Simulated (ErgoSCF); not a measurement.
# SiH3F (SMILES F[SiH3]) at HF/def2-TZVPP

Aim: the electronic atomisation energy of SiH3F at HF/def2-TZVPP, from 4 runs. 

The results are computed with ErgoSCF 3.8.

7 further runs of the same task are left out: 2 that didn't finish, 5 set aside as unsound or not needed.

### 1 The system as given

The species is SiH3F (5 atoms), meant as a singlet with charge 0. As SMILES, `F[SiH3]`. The coordinates come from a PBE0-D4/def2-TZVP relaxation.

Bond lengths: F1–Si2 1.600 Å, Si2–H3 1.482 Å, Si2–H4 1.482 Å, Si2–H5 1.482 Å. Angles: F1–Si2–H3 108.3°, F1–Si2–H4 108.3°, F1–Si2–H5 108.3°, H3–Si2–H4 110.6°, H3–Si2–H5 110.6°, H4–Si2–H5 110.6°.

### 2 A single-point energy at HF/def2-TZVPP

Input file ergo.in:

```
set_nthreads(1)
molecule_inline Angstrom
F     -1.274600     0.162800     0.858000
Si     0.043300    -0.019300    -0.030700
H     -0.367800    -0.192600    -1.443700
H      0.768600    -1.217900     0.451600
H      0.880500     1.193400     0.123400
EOF
basis = "def2-TZVPP"
tmpdir = "."
scf.use_diagonalization = 1
scf.max_number_of_iterations = 120
scf.output_mulliken_pop = 1
run "HF"
```

The basis set def2-TZVPP is read from a file made from the Basis Set Exchange's data (not shown).

Run with:

```console
$ ergo ergo.in
```

Standard output:

```text
[...]
INSC SCF_general constructor, number of basis functions: 115
[...]
INSC Energy   1 =        -94.73404607713
[...]
INDE E_LUMO =          0.10688139843
[...]
INSC Energy  14 =       -390.23211231764  ( diff     -0.000000000000682 )
[...]
RESC CONVERGED after  14 iterations.
RESC FINAL ENERGY:       -390.23211231764
[...]
INSC SCF: dipole_moment_x [atomic units] =       0.46514103
INSC SCF: dipole_moment_y [atomic units] =      -0.06420880
INSC SCF: dipole_moment_z [atomic units] =      -0.31354765
[...]
```

Wall time 73 s (1 thread of Arm Neoverse V2, shared host).

### 3 The F atom at the same level

Input file input.ego:

```
# F
set_nthreads(1)
molecule_inline
F      0.00000000     0.00000000     0.00000000
EOF
scf.use_diagonalization = 1
charge = 0
scf.max_number_of_iterations = 120
scf.output_mulliken_pop = 1
spin_polarization = 1
basis = "def2-TZVPP"
tmpdir = "."
run "HF"
```

The basis set def2-TZVPP is read from a file made from the Basis Set Exchange's data (not shown).

Run the same way, it converges to -99.41180 Eh (log not shown).

### 4 The H atom, same level

Input file run.inp:

```
set_nthreads("env")
scf.max_number_of_iterations = 120
scf.use_diagonalization = 1
tmpdir = "."
scf.output_mulliken_pop = 1
basis = "def2-TZVPP"
spin_polarization = 1
molecule_inline Angstrom
H      0.000000     0.000000     0.000000
EOF
run "HF"
```

The basis set def2-TZVPP is read from a file made from the Basis Set Exchange's data (not shown).

Run the same way, it converges to -0.49981 Eh (log not shown).

### 5 The Si atom, same level

Input file mol.xyz:

```xyz
1
Si
Si     0.000000     0.000000     0.000000
```

Input file input.ego:

```
set_nthreads(1)
molecule "mol.xyz"
scf.output_mulliken_pop = 1
scf.use_diagonalization = 1
tmpdir = "."
scf.max_number_of_iterations = 120
basis = "def2-TZVPP"
spin_polarization = 2
run "HF"
```

The basis set def2-TZVPP is read from a file made from the Basis Set Exchange's data (not shown).

Run with:

```console
$ ergo input.ego
```

Standard output:

```text
[...]
INSC SCF_general constructor, number of basis functions: 42
[...]
INSC Energy   1 =       -110.62581650865
[...]
INDE E_LUMO =          0.01676874728
[...]
INSC Energy  11 =       -288.85084001716  ( diff     -0.000000000009209 )
[...]
RESC CONVERGED after  11 iterations.
RESC FINAL ENERGY:       -288.85084001716
RESC FINAL <S2> =          2.01507450201
[...]
INSC SCF: dipole_moment_x [atomic units] =       0.00000000
INSC SCF: dipole_moment_y [atomic units] =      -0.00000000
INSC SCF: dipole_moment_z [atomic units] =      -0.00000000
[...]
```

It took 2.6 s on 1 thread of Arm Neoverse V2, shared host.

### 6 Summary of results

Level: HF/def2-TZVPP.

```
                     quantity          value
       molecule: total energy  -390.23211 Eh
      molecule: dipole moment         1.44 D
         F atom: total energy   -99.41180 Eh
        F atom: dipole moment         0.00 D
                 F atom: ⟨S²⟩          0.754
         H atom: total energy    -0.49981 Eh
        H atom: dipole moment         0.00 D
                 H atom: ⟨S²⟩          0.750
        Si atom: total energy  -288.85084 Eh
       Si atom: dipole moment         0.00 D
                Si atom: ⟨S²⟩          2.015
electronic atomisation energy      12.791 eV
```

In words: Taking the molecule apart into free atoms costs 12.79 eV (295 kcal/mol), before zero-point energy and without spin-orbit coupling. Hartree–Fock lacks the correlation of the bonding pairs, which as a rule makes this value much too low; in minimal bases other errors can mask that.
